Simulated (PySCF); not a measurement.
# Si¹¹⁺: dipole response in even-tempered 19s9p6d5f5g

Aim: the static polarisability and the C₆ coefficient of Si¹¹⁺, method by method.

Program: PySCF 2.14.0. Level of theory: unrestricted determinants in a Gaussian basis, no spin-orbit coupling in the energies. These are calculated values, not measurements, unless marked.

**1. The atom as given**

| Item | Value |
| --- | --- |
| Element | silicon (Z = 14) |
| Basis | an even-tempered Gaussian basis (19 s from 1.3 bohr⁻², ratio 2.2; 9 p from 2.1 bohr⁻², ratio 2.4; 6 d from 6.4 bohr⁻², ratio 2.4; 5 f from 9.6 bohr⁻², ratio 2.4; 5 g from 14 bohr⁻², ratio 2.4) |
| Hamiltonian | scalar relativity by spin-free X2C-1e |
| State 1 | Si¹¹⁺: [He] 2s1, 2S determinant |
| Methods | UHF, PBE0 |

Outer shells as boxes (Hund's rule):

Si11+ [He] 2s1
```
[He] core
2s [↑ ]
```

One driver process ran all states and methods and kept the integrals in memory. Each run is shown as a PySCF script that sums up its settings (the driver passes frozen orbitals as a list and adds second-order terms of double hybrids); the logs are those of the runs themselves. The driver starts from symmetry-adapted Hartree-Fock orbitals, holds the occupation by maximum overlap and uses a logarithmic radial grid for functionals, so a plain start would take other cycles.

The integrals over 156 functions and the set-up took 1.3 s of CPU time.

**2. Si¹¹⁺: the ladder of methods**

#### UHF

File input.py:

```python
from pyscf import gto, scf, dft, mp, cc
mol = gto.M(atom="Si 0 0 0", charge=11, spin=1, symmetry="D2h",
            basis=gto.etbs([(0, 19, 1.3, 2.2), (1, 9, 2.1, 2.4), (2, 6, 6.4, 2.4), (3, 5, 9.6, 2.4), (4, 5, 14, 2.4)]),
            nucmod="G")
mf = scf.UHF(mol).sfx2c1e()
mf.irrep_nelec = {'Ag': (2, 1)}
mf.kernel()
```

Log:

```text
damping factor = 0
level_shift factor = 0
DIIS = <class 'pyscf.scf.diis.CDIIS'>
diis_start_cycle = 1
diis_space = 10
diis_damp = 0
SCF conv_tol = 1e-09
SCF conv_tol_grad = None
number electrons alpha = 2  beta = 1
cycle= 1 E= -207.05827887941  delta_E= -4.83e-13  |g|= 1.64e-07  |ddm|= 4.11e-07
converged SCF energy = -207.05827887941  <S^2> = 0.75000342  2S+1 = 2.0000034
```

CPU time 29 s on a shared host, the integrals not counted.

The occupied shells:

| shell | electrons | mean orbital energy (eV) | spread (eV) | rms radius (bohr) |
| --- | --- | --- | --- | --- |
| 1s α | 1 | -2373.2 | 0 | 0.127 |
| 1s β | 1 | -2365.8 | 0 | 0.127 |
| 2s α | 1 | -523.37 | 0 | 0.507 |

⟨S²⟩ = 0.750, ⟨L²⟩ = 0.00.

The driver then solved the coupled dipole response at imaginary frequencies: mean α = 0.1351 bohr³, C₆ = 0.01316 au for a like pair.

#### PBE0

input.py differs from the last one in:

```diff
@@ -4,3 +4,3 @@
             nucmod="G")
-mf = scf.UHF(mol).sfx2c1e()
+mf = dft.UKS(mol, xc="PBE0").sfx2c1e()
 mf.irrep_nelec = {'Ag': (2, 1)}
```

Log:

```text
damping factor = 0
level_shift factor = 0
DIIS = <class 'pyscf.scf.diis.CDIIS'>
diis_start_cycle = 1
diis_space = 10
diis_damp = 0
SCF conv_tol = 1e-09
SCF conv_tol_grad = None
number electrons alpha = 2  beta = 1
XC functionals = PBE0
    C. Adamo and V. Barone.,  J. Chem. Phys. 110, 6158 (1999)
    M. Ernzerhof and G. E. Scuseria.,  J. Chem. Phys. 110, 5029 (1999)
cycle= 1 E= -207.020485745624  delta_E= -0.0012  |g|= 0.00536  |ddm|= 0.0203
cycle= 2 E= -207.020485926146  delta_E= -1.81e-07  |g|= 0.000107  |ddm|= 0.000251
cycle= 3 E= -207.020485926254  delta_E= -1.08e-10  |g|= 2.33e-06  |ddm|= 7.23e-06
converged SCF energy = -207.020485926254  <S^2> = 0.75000041  2S+1 = 2.0000004
```

It used 29 s of CPU time after the integrals (shared host).

The driver then solved the coupled dipole response at imaginary frequencies: mean α = 0.1255 bohr³, C₆ = 0.01191 au for a like pair.

Radial density 4πr²ρ of Si¹¹⁺ at UHF:

| r (bohr) | density | spin density |
| --- | --- | --- |
| 0.00157 | 0.0594 | 0.003 |
| 0.00263 | 0.159 | 0.008 |
| 0.00443 | 0.415 | 0.021 |
| 0.00745 | 1.05 | 0.054 |
| 0.0125 | 2.54 | 0.129 |
| 0.0211 | 5.56 | 0.279 |
| 0.0355 | 10.4 | 0.499 |
| 0.0596 | 14.8 | 0.612 |
| 0.100 | 13.4 | 0.282 |
| 0.169 | 5.79 | 0.045 |
| 0.284 | 2.29 | 1.566 |
| 0.477 | 2.21 | 2.201 |
| 0.803 | 0.404 | 0.404 |
| 1.35 | 0.00391 | 0.004 |

**3. The response side by side**

Si¹¹⁺, in atomic units:

| method | mean α | C₆ (like pair) | S(−4) |
| --- | --- | --- | --- |
| UHF | 0.1351 | 0.01316 | 0.1607 |
| PBE0 | 0.1255 | 0.01191 | 0.1369 |

α(iu) at PBE0:

| u (hartree) | α(iu) (bohr³) |
| --- | --- |
| 0 | 0.1255 |
| 0.100 | 0.1241 |
| 0.200 | 0.1202 |
| 0.400 | 0.1069 |
| 0.600 | 0.09042 |
| 0.800 | 0.07459 |
| 1.00 | 0.06113 |
| 1.50 | 0.03837 |
| 2.00 | 0.02605 |
| 3.00 | 0.01480 |
| 5.00 | 0.007748 |

**4. Summary of results**

```
  quantity                                value
α of Si¹¹⁺  0.1255 (PBE0) to 0.1351 (UHF) bohr³
```

In words: A single London oscillator with the computed α and C₆ of Si¹¹⁺ at UHF would have ω = 4 C₆ / (3 α²) = 0.962 hartree. All values hold for this basis alone; no basis-set limit was taken.
